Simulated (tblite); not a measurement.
# One shape, several levels: triplet CH4AlFO

Wanted: a comparison of 3 runs (GFN1-xTB, GFN2-xTB, IPEA1-xTB) of triplet CH4AlFO. 

The results are computed with tblite 0.8.0.

31 further runs of the same task are left out: 31 set aside as unsound or not needed.

## (1) The structure to begin with

The species is CH4AlFO (8 atoms), meant as a triplet with charge 0. SMILES of the parent species: `[CH3][Al]([OH])[F]`. The coordinates come from a PBE0-D4/def2-TZVP relaxation. This is one conformer, not always the lowest. That shape belongs to the parent species and isn't relaxed for this state.

Bond lengths: C1–Al2 1.930 Å, Al2–O3 1.689 Å, Al2–F4 1.654 Å, C1–H5 1.094 Å, C1–H6 1.093 Å, C1–H7 1.091 Å, O3–H8 0.956 Å. Angles: C1–Al2–O3 120.6°, C1–Al2–F4 121.2°, O3–Al2–F4 118.2°, Al2–C1–H5 110.7°, Al2–C1–H6 110.7°, Al2–C1–H7 111.9°, Al2–O3–H8 123.8°, H5–C1–H6 106.8°, H5–C1–H7 108.2°, H6–C1–H7 108.3°.

## (2) Energy and forces at GFN1-xTB (run 1)

File geom.xyz:

```xyz
8

C     -0.540500     1.137000    -0.105400
Al     0.133600    -0.668900    -0.198600
O      1.255200    -1.228300     0.933600
F     -0.366000    -1.708800    -1.383300
H      0.272900     1.859000    -0.220000
H     -0.998800     1.329500     0.868500
H     -1.283600     1.335300    -0.879800
H      1.619500    -2.111800     0.929100
```

File job.py:

```python
import json
import numpy as np
from ase.io import read
from tblite.ase import TBLite
from ase.units import Hartree
from ase.units import Debye

atoms = read("geom.xyz")
start = atoms.get_positions()

atoms.calc = TBLite(
    method="GFN1-xTB",
    multiplicity=3,
    accuracy=0.1,
    spin_polarization=1.0,
)
print(f"Energy: {atoms.get_potential_energy() / Hartree:.6f} Eh")
print(f"Dipole: {np.linalg.norm(atoms.get_dipole_moment()) / Debye:.4f} D")
for a, q in zip(atoms, atoms.get_charges()):
    print(f"{a.symbol}{a.index + 1} {q:+.4f}")
print("Forces (eV/angstrom):")
for a, F in zip(atoms, atoms.get_forces()):
    print(f"{a.symbol:<2} {F[0]:11.6f} {F[1]:11.6f} {F[2]:11.6f}")
json.dump(dict(energy=atoms.get_potential_energy(), forces=atoms.get_forces().tolist(), dipole=atoms.get_dipole_moment().tolist(), charges=atoms.get_charges().tolist(),
               symbols=atoms.get_chemical_symbols(), start=start.tolist(), final=atoms.positions.tolist()), open("results.json", "w"))
```

Run with:

```
python job.py
```

The program printed:

```text
------------------------------------------------------------
  cycle        total energy    energy error   density error
------------------------------------------------------------
      1     -15.15618912176  -1.5251301E+01   4.5633941E-01
      2     -15.31664227358  -1.6045315E-01   2.2408374E-01
      3     -15.31103571987   5.6065537E-03   8.4899982E-02
      4     -15.29710440814   1.3931312E-02   9.4432468E-02
      5     -15.32250786835  -2.5403460E-02   2.3993936E-02
      6     -15.32163196241   8.7590594E-04   2.7885305E-02
      7     -15.32325138700  -1.6194246E-03   1.3885776E-02
      8     -15.32379152749  -5.4014049E-04   2.5062384E-03
      9     -15.32377592251   1.5604983E-05   2.6892280E-03
     10     -15.32379670274  -2.0780228E-05   1.9382920E-04
     11     -15.32379675592  -5.3187579E-08   9.4831423E-05
     12     -15.32379677306  -1.7134695E-08   2.2543948E-05
     13     -15.32379677429  -1.2347847E-09   1.4877206E-05
     14     -15.32379677474  -4.4211923E-10   2.2661520E-06
     15     -15.32379677475  -1.2668977E-11   6.0363795E-07
------------------------------------------------------------

 total:                                   0.012 sec
Energy: -15.323797 Eh
Dipole: 3.5559 D
C1 -0.0465
Al2 +0.4593
O3 -0.6097
F4 -0.3314
H5 +0.0601
H6 +0.0609
H7 +0.0588
H8 +0.3486
Forces (eV/angstrom):
C    -2.253214    6.457119    0.510006
Al    0.824110   -2.510357   -0.262536
O     1.742431   -0.527590    1.937335
F    -0.980219   -1.631537   -2.111693
H     0.303155   -0.526995   -0.136387
H     0.087526   -0.614063    0.039304
H     0.169857   -0.541464   -0.054754
H     0.106355   -0.105113    0.078724
```

Wall time 1.3 s (1 thread of Intel Xeon at 2.70GHz, shared host).

## (3) Energy and gradient at GFN2-xTB (run 2)

File script.py:

```python
import json
import numpy as np
from tblite.interface import Calculator

symbols = ["C", "Al", "O", "F", "H", "H", "H", "H"]
numbers = np.array([6, 13, 8, 9, 1, 1, 1, 1])
positions = np.array([
    [-0.540500, 1.137000, -0.105400],
    [0.133600, -0.668900, -0.198600],
    [1.255200, -1.228300, 0.933600],
    [-0.366000, -1.708800, -1.383300],
    [0.272900, 1.859000, -0.220000],
    [-0.998800, 1.329500, 0.868500],
    [-1.283600, 1.335300, -0.879800],
    [1.619500, -2.111800, 0.929100],
]) / 0.52917721  # angstrom to bohr

calculator = Calculator("GFN2-xTB", numbers, positions, charge=0, uhf=2)
calculator.set("verbosity", 0)
calculator.set("accuracy", 0.1)
calculator.add("spin-polarization", 1.0)
sp = calculator.singlepoint()

print(f"Energy: {sp.get('energy') * 27.211386:.8f} eV")
eps = np.atleast_2d(sp.get("orbital-energies")) * 27.211386
occ = np.atleast_2d(sp.get("orbital-occupations"))
filled = occ.sum(axis=0) if eps.shape[0] == 1 else occ[0]
homo = np.nonzero(filled > 0.5)[0].max()
print(f"HOMO {eps[0, homo]:.4f} eV")
if homo + 1 < eps.shape[1]:
    print(f"LUMO {eps[0, homo + 1]:.4f} eV, gap {eps[0, homo + 1] - eps[0, homo]:.4f} eV")
mu = sp.get("dipole") * 2.541746
print(f"Dipole moment: {np.linalg.norm(mu):.4f} D, components " + " ".join(f"{c:.4f}" for c in mu))
q = sp.get("charges")
g = sp.get("gradient")
print("atom     charge      dE/dx        dE/dy        dE/dz   (Eh/bohr)")
for i, s in enumerate(symbols):
    print(f"{s:<2}{i + 1:<3} {q[i]:9.4f} {g[i, 0]:12.7f} {g[i, 1]:12.7f} {g[i, 2]:12.7f}")
print(f"gradient norm {np.linalg.norm(g):.6f} Eh/bohr")
out = {k: np.asarray(sp.get(k)).tolist() for k in ("energy", "gradient", "charges", "dipole", "orbital-energies", "orbital-occupations")}
out.update(symbols=symbols, positions=(positions * 0.529177210903).tolist())
json.dump(out, open("results.json", "w"))
```

Run with:

```
python script.py
```

The program printed:

```text
Energy: -380.98978720 eV
HOMO -6.6084 eV
LUMO -3.9413 eV, gap 2.6671 eV
Dipole moment: 3.5802 D, components -0.4788 3.3582 1.1451
atom     charge      dE/dx        dE/dy        dE/dz   (Eh/bohr)
C 1     -0.0987    0.0299856   -0.0837399   -0.0059413
Al2      0.2934   -0.0201290    0.0458874   -0.0016765
O 3     -0.4712   -0.0115886    0.0098211   -0.0095666
F 4     -0.3107    0.0093221    0.0116062    0.0180414
H 5      0.0966   -0.0068357    0.0059086    0.0035184
H 6      0.0970    0.0008384    0.0092646   -0.0026691
H 7      0.0913   -0.0016938    0.0076000    0.0014813
H 8      0.3024    0.0001011   -0.0063480   -0.0031875
gradient norm 0.107846 Eh/bohr
```

Run time: 0.19 s. Hardware: 1 thread of Intel Xeon at 2.70GHz, shared host.

## (4) Energy and forces at IPEA1-xTB (run 3)

File run.py:

```python
import json
import numpy as np
from tblite.interface import Calculator
from tblite.interface import symbols_to_numbers

geometry = """
C     -0.540500     1.137000    -0.105400
Al     0.133600    -0.668900    -0.198600
O      1.255200    -1.228300     0.933600
F     -0.366000    -1.708800    -1.383300
H      0.272900     1.859000    -0.220000
H     -0.998800     1.329500     0.868500
H     -1.283600     1.335300    -0.879800
H      1.619500    -2.111800     0.929100
"""
lines = [l.split() for l in geometry.strip().splitlines()]
symbols = [l[0] for l in lines]
numbers = np.array(symbols_to_numbers(symbols))
positions = np.array([l[1:4] for l in lines], float) / 0.52917721

tb = Calculator("IPEA1-xTB", numbers, positions, charge=0, uhf=2)
tb.set("accuracy", 0.1)
tb.add("spin-polarization", 1.0)
result = tb.singlepoint()

print(f"E(total): {result.get('energy') * 2625.4996:.8f} kJ/mol")
eps = np.atleast_2d(result.get("orbital-energies")) * 27.211386
occ = np.atleast_2d(result.get("orbital-occupations"))
filled = occ.sum(axis=0) if eps.shape[0] == 1 else occ[0]
homo = np.nonzero(filled > 0.5)[0].max()
print("  MO   occupation   energy/eV")
for i in range(max(0, homo - 4), min(eps.shape[1], homo + 5)):
    print(f"{i + 1:4d} {filled[i]:10.4f} {eps[0, i]:12.4f}")
mu = result.get("dipole") * 2.541746
print(f"|mu|: {np.linalg.norm(mu):.4f} D, components " + " ".join(f"{c:.4f}" for c in mu))
q = result.get("charges")
g = result.get("gradient")
print("atom     charge      dE/dx        dE/dy        dE/dz   (Eh/bohr)")
for i, s in enumerate(symbols):
    print(f"{s:<2}{i + 1:<3} {q[i]:9.4f} {g[i, 0]:12.7f} {g[i, 1]:12.7f} {g[i, 2]:12.7f}")
print(f"gradient norm {np.linalg.norm(g):.6f} Eh/bohr")
out = {k: np.asarray(result.get(k)).tolist() for k in ("energy", "gradient", "charges", "dipole", "orbital-energies", "orbital-occupations")}
out.update(symbols=symbols, positions=(positions * 0.529177210903).tolist())
json.dump(out, open("results.json", "w"))
```

Run with:

```
python run.py
```

The program printed:

```text
------------------------------------------------------------
  cycle        total energy    energy error   density error
------------------------------------------------------------
      1     -15.47510643564  -1.5600524E+01   4.0263270E-01
      2     -15.27359733764   2.0150910E-01   3.4098945E-01
      3     -15.56441777949  -2.9082044E-01   2.2286326E-01
      4     -16.03954839338  -4.7513061E-01   6.2728513E-02
      5     -16.04099404899  -1.4456556E-03   3.5855519E-02
      6     -16.03854783270   2.4462163E-03   2.7912495E-02
      7     -16.04261786017  -4.0700275E-03   7.4260482E-03
      8     -16.04282076692  -2.0290675E-04   3.2775328E-03
      9     -16.04286407612  -4.3309198E-05   1.2626328E-03
     10     -16.04286644892  -2.3728051E-06   6.3758297E-04
     11     -16.04286532549   1.1234369E-06   6.1976036E-04
     12     -16.04286748684  -2.1613579E-06   2.4586059E-04
     13     -16.04286787838  -3.9153625E-07   5.6345988E-05
     14     -16.04286789126  -1.2884840E-08   3.8254425E-05
     15     -16.04286789956  -8.2984712E-09   1.4865978E-06
------------------------------------------------------------

 total:                                   0.013 sec
E(total): -42120.54325316 kJ/mol
  MO   occupation   energy/eV
   9     1.0000     -14.5739
  10     1.0000     -13.7368
  11     1.0000     -13.6431
  12     1.0000     -12.9391
  13     1.0000      -7.2326
  14     0.0000      -5.6788
  15     0.0000      -2.6227
  16     0.0000      -2.0626
  17     0.0000      -0.9623
|mu|: 3.4078 D, components -1.0299 3.2267 0.3755
atom     charge      dE/dx        dE/dy        dE/dz   (Eh/bohr)
C 1     -0.0501    0.0258584   -0.0683337   -0.0026418
Al2      0.3753   -0.0238149    0.0311792   -0.0141271
O 3     -0.3484    0.0015149   -0.0170795   -0.0071259
F 4     -0.2792    0.0108582    0.0084033    0.0183552
H 5      0.0387   -0.0114880    0.0082150    0.0031045
H 6      0.0386   -0.0002069    0.0129462   -0.0064428
H 7      0.0466    0.0011094    0.0113648    0.0066575
H 8      0.1785   -0.0038311    0.0133047    0.0022203
gradient norm 0.093508 Eh/bohr
```

It took 0.29 s on 1 thread of Intel Xeon at 2.70GHz, shared host.

## (5) All runs side by side

```tsv
run	level	energy (Eh)	dipole moment (D)	largest force (eV/Å)	wall time
1	GFN1-xTB	-15.323797	3.56	6.858	1.3 s
2	GFN2-xTB	-14.001117	3.58	4.584	0.19 s
3	IPEA1-xTB	-16.042868	3.41	3.759	0.29 s
```

## (6) What came out

```
                                    quantity         value
                         run 3: total energy  -16.04287 Eh
                        run 3: dipole moment        3.41 D
run 3: HOMO energy (as the program lists it)      -7.23 eV
run 3: LUMO energy (as the program lists it)      -5.68 eV
             run 3: largest force on an atom    3.759 eV/Å
```

**Reading.** The dipole moment (its size) runs from 3.41 D (IPEA1-xTB) to 3.58 D (GFN2-xTB). Force-field and semi-empirical energies have zeros of their own, so their totals don't compare. All runs together took 1.8 s, the longest 1.3 s.
